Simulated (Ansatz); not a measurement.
# CH4GeOSe, SMILES C1[O][GeH2][Se]1: a polarisability from point charges

With the Ansatz DFT code, driven from Python.

Run as a notebook:

**Cell 1**
```python
import warnings

import ansatz as az
import numpy as np
```

**Cell 2**
```python
warnings.simplefilter("ignore", az.DeckWarning)
```

**Cell 3**
```python
ch4geose = (
    az.Crystal.molecule()
    .atom("C", [-0.7912, 0.8121, 0.1376])
    .atom("O", [0.4184, 0.8235, -0.5214])
    .atom("Ge", [0.8695, -0.8578, -0.1906])
    .atom("Se", [-1.0424, -0.9249, 0.8978])
    .atom("H", [-0.8325, 1.617, 0.9104])
    .atom("H", [-1.6372, 1.0972, -0.6144])
    .atom("H", [2.1362, -0.9216, 0.7973])
    .atom("H", [0.9714, -1.7025, -1.4725])
)

calc = ch4geose.calculation()
calc = calc.basis(gaussian="def2-SVPD")
calc = calc.functional("cam_b3lyp").accuracy("medium")
calc = calc.scf(lower_state_search="standard")
calc = calc.forces()
centre = np.mean([site.position_ang for site in ch4geose.cartesian_sites], axis=0)
field = 2 * 14.399645 * 3.0 / 30.0 ** 2
```

**Cell 4**
```python
def dipole(axis, sign):
    arm = 30.0 * np.eye(3)[axis]
    pair = [{"charge": sign * 3.0, "position_ang": (centre - arm).tolist()}, {"charge": -sign * 3.0, "position_ang": (centre + arm).tolist()}]
    deck = calc.input().set(az.key.basis.gaussian.point_charges, pair)
    return np.array(az.Session.from_dict(deck).plan().execute().report["charge_distribution"]["dipole_moment_e_ang"])
```

**Cell 5**
```python
print(f"field {field:.4f} V/A")
alpha = np.array([(dipole(axis, 1) - dipole(axis, -1)) / (2 * field) * 14.399645 for axis in range(3)])
print("polarisability tensor (A^3)")
print(np.array2string(alpha, precision=3, suppress_small=True))
print(f"mean {np.trace(alpha) / 3:.3f} A^3 = {np.trace(alpha) / 3 / 0.14818471:.2f} bohr^3")
```
Output:
```text
field 0.0960 V/A
polarisability tensor (A^3)
[[11.191 -0.619 -0.761]
 [-0.616  9.804 -0.051]
 [-0.778 -0.057  9.532]]
mean 10.176 A^3 = 68.67 bohr^3
```

Reading the output:
- The settings weren't tested for convergence.
- The geometry is a force-field or estimated start, not a minimum of this method, and the basis set is short of its limit. The field of two point charges is only nearly even.
- Timing: 30 s on 1 thread of AMD EPYC 9R45 96-Core Processor (Zen 5) (shared host), peak memory 0.63 GiB.

(Lines on the test bed's own set-up are left out of the output.)
